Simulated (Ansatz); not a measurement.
# BF₂H₃Si: basis-set convergence

The task here is to estimate one member of a computed series from the others.

The runs use Ansatz 0.2.0, Gaussian basis; one geometry, several basis sets.

The runs, in order: PBE0-D4/def2-SVP; ωB97M-V/def2-SVP; PBE0-D4/def2-QZVPP; ωB97M-V/def2-QZVPP; the functionals' def2-TZVPP values are taken from earlier runs.

## The relaxed structure

An earlier PBE0-D4 in a triple-zeta def2 set relaxation fixed the geometry.

SMILES `FB(F)[SiH3]`, 7 atoms, charge 0, spin multiplicity 1.

Atoms are counted from 1 here; the program's logs count them from 0.

Bond lengths: F1–B2 1.319 Å, B2–F3 1.320 Å, B2–Si4 2.035 Å, Si4–H5 1.484 Å, Si4–H6 1.488 Å, Si4–H7 1.486 Å. Angles: F1–B2–F3 116.2°, F1–B2–Si4 122.6°, F3–B2–Si4 121.2°, B2–Si4–H5 111.0°, B2–Si4–H6 108.5°, B2–Si4–H7 109.7°, H5–Si4–H6 109.2°, H5–Si4–H7 109.8°, H6–Si4–H7 108.6°.

Set-up of the first run:

The input, in.yaml:

```yaml
crystal:
  periodic: [false, false, false]
  atoms:
    - {symbol: F, position_ang: [1.870547, -0.649796, 0.966167]}
    - {symbol: B, position_ang: [0.619315, -0.824626, 0.587099]}
    - {symbol: F, position_ang: [0.059884, -1.969545, 0.930821]}
    - {symbol: Si, position_ang: [-0.418448, 0.585919, -0.449207]}
    - {symbol: H, position_ang: [0.487371, 1.645908, -0.958565]}
    - {symbol: H, position_ang: [-1.423165, 1.196174, 0.462639]}
    - {symbol: H, position_ang: [-1.134205, -0.052034, -1.584555]}
basis:
  gaussian: {orbitals: def2-SVP}
hamiltonian: {xc: pbe0, dispersion: d4}
output: {orbitals: {seedname: orbitals}}
```

Run with:

```sh
$ ansatz run in.yaml --threads 4 --pin off --events-out ev --progress --plain --max-ram 10444MiB
```

Among the steps run: PBE0-D4 in def2-SVP; ωB97M-V in def2-SVP; PBE0-D4 in def2-QZVPP; ωB97M-V in def2-QZVPP.

One of the session's tables, all rows but one given; the rest of the session is left out.

It belongs to the step «Functionals by basis». 

| functional | basis | HOMO (eV) |
| --- | --- | --- |
| PBE0-D4 | def2-SVP | -9.07 |
| PBE0-D4 | def2-TZVPP | -9.13 |
| PBE0-D4 | def2-QZVPP | ? |
| ωB97M-V | def2-SVP | -11.22 |
| ωB97M-V | def2-TZVPP | -11.32 |
| ωB97M-V | def2-QZVPP | -11.33 |

**Question.** Estimate the row for PBE0-D4, def2-QZVPP.

The run gave: HOMO (eV): -9.14. In the column «HOMO (eV)» it lies between ωB97M-V, def2-SVP (-11.22) and PBE0-D4, def2-TZVPP (-9.13).
